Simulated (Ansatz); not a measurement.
# AlH₆NSSi₂: one species, many methods

An exercise on one series of results from a longer session: the logs are not shown, and one member is left open.

Method: functionals in def2-TZVPP, the program's frozen cores in correlated methods; program: Ansatz 0.2.0, Gaussian basis.

Plan: PBE-D4, r2SCAN-D4, PBE0-D4, B3LYP-D4, ωB97X-V, ωB97M-V, B2PLYP; CCSD(T)/def2-TZVPP; MP2/def2-QZVPP; extrapolation to the limit.

## The geometry

The geometry comes from an earlier relaxation with PBE0-D4 in a triple-zeta def2 set; it is a stationary point, not always the lowest conformer.

SMILES `[SH][Al]1[NH][SiH2][SiH2]1`, 11 atoms, charge 0, spin multiplicity 1.

Atoms are counted from 1 here; the program's logs count them from 0.

Bond lengths: S1–Al2 2.184 Å, S1–H6 1.344 Å, Al2–N3 1.788 Å, Al2–Si5 2.422 Å, N3–Si4 1.746 Å, N3–H7 1.009 Å, Si4–Si5 2.357 Å, Si4–H8 1.492 Å, Si4–H9 1.492 Å, Si5–H10 1.487 Å, Si5–H11 1.487 Å. Angles: Al2–S1–H6 92.2°, S1–Al2–N3 124.7°, S1–Al2–Si5 146.0°, N3–Al2–Si5 89.3°, Al2–N3–Si4 105.8°, Al2–N3–H7 132.0°, Si4–N3–H7 122.2°, N3–Si4–Si5 92.5°, N3–Si4–H8 113.0°, N3–Si4–H9 113.0°, Si5–Si4–H8 115.4°, Si5–Si4–H9 115.3°, H8–Si4–H9 107.2°, Al2–Si5–Si4 72.3°, Al2–Si5–H10 119.3°, Al2–Si5–H11 119.4°, Si4–Si5–H10 115.9°, Si4–Si5–H11 115.9° and more.

Set-up of the first run:

The input, in.yaml:

```yaml
crystal:
  periodic: [false, false, false]
  atoms:
    - {symbol: S, position_ang: [-0.634090, 2.886888, 1.723286]}
    - {symbol: Al, position_ang: [-0.234163, 1.057626, 0.598634]}
    - {symbol: N, position_ang: [0.389300, -0.459661, 1.311001]}
    - {symbol: Si, position_ang: [0.520532, -1.589217, -0.014119]}
    - {symbol: Si, position_ang: [-0.271725, -0.010476, -1.574391]}
    - {symbol: H, position_ang: [-1.047773, 3.536611, 0.621583]}
    - {symbol: H, position_ang: [0.639694, -0.708906, 2.256335]}
    - {symbol: H, position_ang: [1.915963, -2.066098, -0.239054]}
    - {symbol: H, position_ang: [-0.335560, -2.798089, 0.162039]}
    - {symbol: H, position_ang: [0.701078, 0.419951, -2.613533]}
    - {symbol: H, position_ang: [-1.578056, -0.325728, -2.211181]}
basis:
  gaussian: {orbitals: def2-TZVPP}
hamiltonian: {xc: pbe, dispersion: d4}
output: {forces: true, orbitals: {seedname: orbitals}}
```

Run with:

```bash
ansatz run in.yaml --threads 4 --pin off --events-out ev --progress --plain --max-ram 10444MiB
```

Among the steps run: PBE-D4 (GGA); r2SCAN-D4 (meta-GGA); PBE0-D4 (hybrid); B3LYP-D4 (hybrid); ωB97X-V (range-separated); ωB97M-V (range-separated); B2PLYP (double hybrid); CCSD(T) in def2-TZVPP; MP2 in def2-QZVPP.

One of the session's tables, all rows but one given; the rest of the session is left out.

```
            method  atomisation energy (kJ/mol)
            PBE-D4                       3471.3
         r2SCAN-D4                       3468.8
           PBE0-D4                       3436.8
          B3LYP-D4                       3441.7
           ωB97X-V                       3497.6
           ωB97M-V                       3469.0
            B2PLYP                       3393.4
     HF/def2-TZVPP                       2474.8
    MP2/def2-TZVPP                       3371.7
   CCSD/def2-TZVPP                       3295.3
CCSD(T)/def2-TZVPP                            ?
           MP2/CBS                       3485.1
       CCSD(T)/CBS                       3464.2
```

Q: Estimate the row for CCSD(T)/def2-TZVPP from the others.

**Answer.** atomisation energy (kJ/mol): 3350.8. In the column «atomisation energy (kJ/mol)» it lies between CCSD/def2-TZVPP (3295.3) and MP2/def2-TZVPP (3371.7).
